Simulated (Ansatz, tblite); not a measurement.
**SnMeH3 (CH6Sn): rung by rung**

How do method and basis change the picture of SnMeH3 (CH6Sn) (singlet)?

Program: Ansatz 0.2.0, Gaussian basis. Level of theory: as each input shows. These are calculated values, not measurements.

Plan: GFN1-xTB, GFN2-xTB, PBE-D4/def2-TZVP, r2SCAN-D4/def2-TZVP, ωB97M-V/def2-TZVP, B3LYP-D4/def2-TZVP, r2SCANh-D4/def2-TZVP, ωB97X-V/def2-TZVP, HF/def2-TZVP, revPBE-D4/def2-TZVP, B2PLYP/def2-TZVP, PBE-D4/def2-SVP, PBE0-D4/def2-SVP, PBE0-D4/def2-TZVPD, PBE-D4/def2-TZVPD, r2SCAN-D4/def2-TZVPD, CCSD(T)/def2-TZVPP, MP2/def2-TZVP, RPA/def2-TZVP, CCSD(T)/def2-TZVPD.

1 further run of the same task is left out (set aside as unsound or not needed). Runs told in other sessions of the task aren't counted.

## (1) The geometry

The singlet was relaxed beforehand with PBE-D4/def2-TZVP.

8 atoms, charge 0, spin multiplicity 1.

Bond lengths: Sn1–C2 2.159 Å, Sn1–H6 1.722 Å, Sn1–H7 1.722 Å, Sn1–H8 1.722 Å, C2–H3 1.097 Å, C2–H4 1.097 Å, C2–H5 1.097 Å. Angles: C2–Sn1–H6 110.1°, C2–Sn1–H7 110.1°, C2–Sn1–H8 110.1°, H6–Sn1–H7 108.8°, H6–Sn1–H8 108.8°, H7–Sn1–H8 108.8°, Sn1–C2–H3 109.8°, Sn1–C2–H4 109.8°, Sn1–C2–H5 109.8°, H3–C2–H4 109.2°, H3–C2–H5 109.2°, H4–C2–H5 109.2°.

Sn takes a core potential in the def2 sets. No spin-orbit coupling is included.

PBE0-D4/def2-TZVP was run before; its log isn't repeated, and its numbers join the tables.

## (2) GFN1-xTB

Tight binding, by tblite at 300 K electronic temperature and without a spin-polarisation term:

```python
tblite.interface.Calculator('GFN1-xTB', numbers, positions, charge=0, uhf=0).singlepoint()
```

Energy -212.5862 eV, HOMO -12.02 eV, LUMO -5.21 eV; 0.003 s.

## (3) GFN2-xTB

Tight binding, by tblite at 300 K electronic temperature and without a spin-polarisation term:

```python
tblite.interface.Calculator('GFN2-xTB', numbers, positions, charge=0, uhf=0).singlepoint()
```

Energy -197.3802 eV, HOMO -11.50 eV, LUMO -4.99 eV; 0.002 s.

## (4) PBE-D4/def2-TZVP

start.molden holds the orbitals of an earlier run on this state, given as this run's starting guess.

File in.yaml:

```yaml
crystal:
  periodic: [false, false, false]
  atoms:
    - {symbol: Sn, position_ang: [-0.001752, 0.003395, -0.996671]}
    - {symbol: C, position_ang: [0.002043, -0.003982, 1.162335]}
    - {symbol: H, position_ang: [-1.028668, 0.031022, 1.535443]}
    - {symbol: H, position_ang: [0.549809, 0.869826, 1.535441]}
    - {symbol: H, position_ang: [0.486999, -0.916576, 1.529463]}
    - {symbol: H, position_ang: [1.614160, -0.027114, -1.591683]}
    - {symbol: H, position_ang: [-0.783099, 1.422056, -1.582375]}
    - {symbol: H, position_ang: [-0.839503, -1.378616, -1.591953]}
basis:
  gaussian: {orbitals: def2-TZVP, initial_orbitals: start.molden}
hamiltonian: {xc: pbe, dispersion: d4}
scf: {omitted_lower_state_checks: [starts]}
output: {forces: true, orbitals: {seedname: orbitals}}
```

Started as:

```sh
ansatz run in.yaml --threads 4 --pin off --events-out ev --progress --plain --max-ram 3916MiB
```

Further steps of the session: r2SCAN-D4/def2-TZVP; ωB97M-V/def2-TZVP; B3LYP-D4/def2-TZVP; r2SCANh-D4/def2-TZVP; ωB97X-V/def2-TZVP; HF/def2-TZVP; revPBE-D4/def2-TZVP; B2PLYP/def2-TZVP; PBE-D4/def2-SVP; PBE0-D4/def2-SVP; PBE0-D4/def2-TZVPD; PBE-D4/def2-TZVPD; r2SCAN-D4/def2-TZVPD; CCSD(T)/def2-TZVPP; MP2/def2-TZVP; RPA/def2-TZVP; CCSD(T)/def2-TZVPD.

Q: Predict the results of all the runs planned. Wanted: gap in def2-TZVP, named functionals and Hartree-Fock, smallest and largest; correlation energy, CCSD(T)/def2-TZVPP; correlation energy, MP2/def2-TZVP; correlation energy, CCSD(T)/def2-TZVPD; binding an atom, CCSD(T)/def2-TZVPP; PBE0 total energy, smallest basis above largest.

The runs gave:

```
                                                                  quantity                            value
gap in def2-TZVP, named functionals and Hartree-Fock, smallest and largest  6.71 eV (PBE-D4), 13.55 eV (HF)
                                    correlation energy, CCSD(T)/def2-TZVPP                        -15.51 eV
                                         correlation energy, MP2/def2-TZVP                        -13.81 eV
                                    correlation energy, CCSD(T)/def2-TZVPD                        -15.16 eV
                                       binding an atom, CCSD(T)/def2-TZVPP                         3.003 eV
                           PBE0 total energy, smallest basis above largest   1.50 eV (def2-SVP, def2-TZVPD)
```

What this shows: Over the named functionals and Hartree-Fock in def2-TZVP the gap runs from 6.71 eV (PBE-D4) to 13.55 eV (HF); exact exchange widens it. The functionals in def2-TZVP miss CCSD(T)/def2-TZVPP by -0.033 (revPBE-D4) to +0.054 eV (ωB97X-V) an atom. CCSD(T)/def2-TZVPP isn't at the basis-set limit; small misses against it rank nothing.
